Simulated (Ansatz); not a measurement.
**CH7FSi2: a ladder of functionals and wavefunction methods**

How much do the methods differ for CH7FSi2? The plan is to run it at one geometry with functionals of several rungs and with coupled cluster. The yardstick is the atomisation energy at the CCSD(T) limit.

Method: functionals in def2-TZVPP, the program's frozen cores in correlated methods; program: Ansatz 0.2.0, Gaussian basis.

Plan: PBE-D4, r2SCAN-D4, PBE0-D4, B3LYP-D4, ωB97X-V, ωB97M-V, B2PLYP; CCSD(T)/def2-TZVPP; MP2/def2-QZVPP; extrapolation to the limit.

## Step 1: The geometry

An earlier PBE0-D4 in a triple-zeta def2 set relaxation fixed the geometry.

SMILES `C[SiH2][SiH2]F`, 11 atoms, charge 0, spin multiplicity 1.

Atoms are counted from 1 here; the program's logs count them from 0.

Bond lengths: C1–Si2 1.878 Å, C1–H5 1.092 Å, C1–H6 1.092 Å, C1–H7 1.092 Å, Si2–Si3 2.345 Å, Si2–H8 1.490 Å, Si2–H9 1.490 Å, Si3–F4 1.608 Å, Si3–H10 1.489 Å, Si3–H11 1.489 Å. Angles: Si2–C1–H5 111.0°, Si2–C1–H6 111.0°, Si2–C1–H7 110.4°, H5–C1–H6 108.2°, H5–C1–H7 108.1°, H6–C1–H7 108.1°, C1–Si2–Si3 110.0°, C1–Si2–H8 110.5°, C1–Si2–H9 110.5°, Si3–Si2–H8 108.9°, Si3–Si2–H9 109.0°, H8–Si2–H9 107.9°, Si2–Si3–F4 110.4°, Si2–Si3–H10 111.6°, Si2–Si3–H11 111.6°, F4–Si3–H10 107.5°, F4–Si3–H11 107.5°, H10–Si3–H11 108.1°.

## Step 2: PBE-D4 (GGA)

in.yaml

```yaml
crystal:
  periodic: [false, false, false]
  atoms:
    - {symbol: C, position_ang: [-0.697483, 1.576883, 0.285419]}
    - {symbol: Si, position_ang: [-0.789555, -0.180139, -0.370217]}
    - {symbol: Si, position_ang: [1.232124, -1.295188, 0.038470]}
    - {symbol: F, position_ang: [1.166759, -2.800628, -0.523374]}
    - {symbol: H, position_ang: [-0.514158, 1.583426, 1.362060]}
    - {symbol: H, position_ang: [0.106215, 2.133980, -0.200918]}
    - {symbol: H, position_ang: [-1.635847, 2.103562, 0.098495]}
    - {symbol: H, position_ang: [-1.051751, -0.176864, -1.836672]}
    - {symbol: H, position_ang: [-1.896232, -0.926662, 0.290982]}
    - {symbol: H, position_ang: [2.375848, -0.617218, -0.631116]}
    - {symbol: H, position_ang: [1.529480, -1.374151, 1.494971]}
basis:
  gaussian: {orbitals: def2-TZVPP}
hamiltonian: {xc: pbe, dispersion: d4}
output: {forces: true, orbitals: {seedname: orbitals}}
```

On the command line:

```bash
ansatz run in.yaml --threads 4 --pin off --events-out ev --progress --plain --max-ram 10444MiB
```

Further steps of the session: r2SCAN-D4 (meta-GGA); PBE0-D4 (hybrid); B3LYP-D4 (hybrid); ωB97X-V (range-separated); ωB97M-V (range-separated); B2PLYP (double hybrid); CCSD(T) in def2-TZVPP; MP2 in def2-QZVPP.

**Question.** What will the summary of the whole plan be? Wanted: atomisation energy, CCSD(T)/CBS; farthest; mean size of error, hybrid; mean size of error, range-separated; gap, smallest and largest; T1 diagnostic; triples share of the correlation energy.

**Answer**, as computed:

```
                               quantity                                          value
        atomisation energy, CCSD(T)/CBS                                  3747.7 kJ/mol
 functionals within 18.7 kJ/mol (0.5 %)  PBE-D4, r2SCAN-D4, B3LYP-D4, ωB97X-V, ωB97M-V
                               farthest                          B2PLYP (-54.3 kJ/mol)
             mean size of error, hybrid                                    28.6 kJ/mol
    mean size of error, range-separated                                    10.2 kJ/mol
              gap, smallest and largest           5.36 eV (PBE-D4), 11.70 eV (ωB97X-V)
                          T1 diagnostic                                         0.0115
triples share of the correlation energy                                          3.1 %
```

In words: PBE-D4 misses by -17.0 kJ/mol. Double hybrids carry the basis error of their MP2 part in triple zeta, and no dispersion term here, so their miss is partly the set-up's. Misses under about 18.7 kJ/mol are within the doubt on the reference itself, which lacks core-valence correlation, relativity and higher excitations. Hartree-Fock recovers 77 % of the binding; the rest is correlation. The gap grows from 5.4 to 11.7 eV across the functionals, mostly with the share of exact exchange.
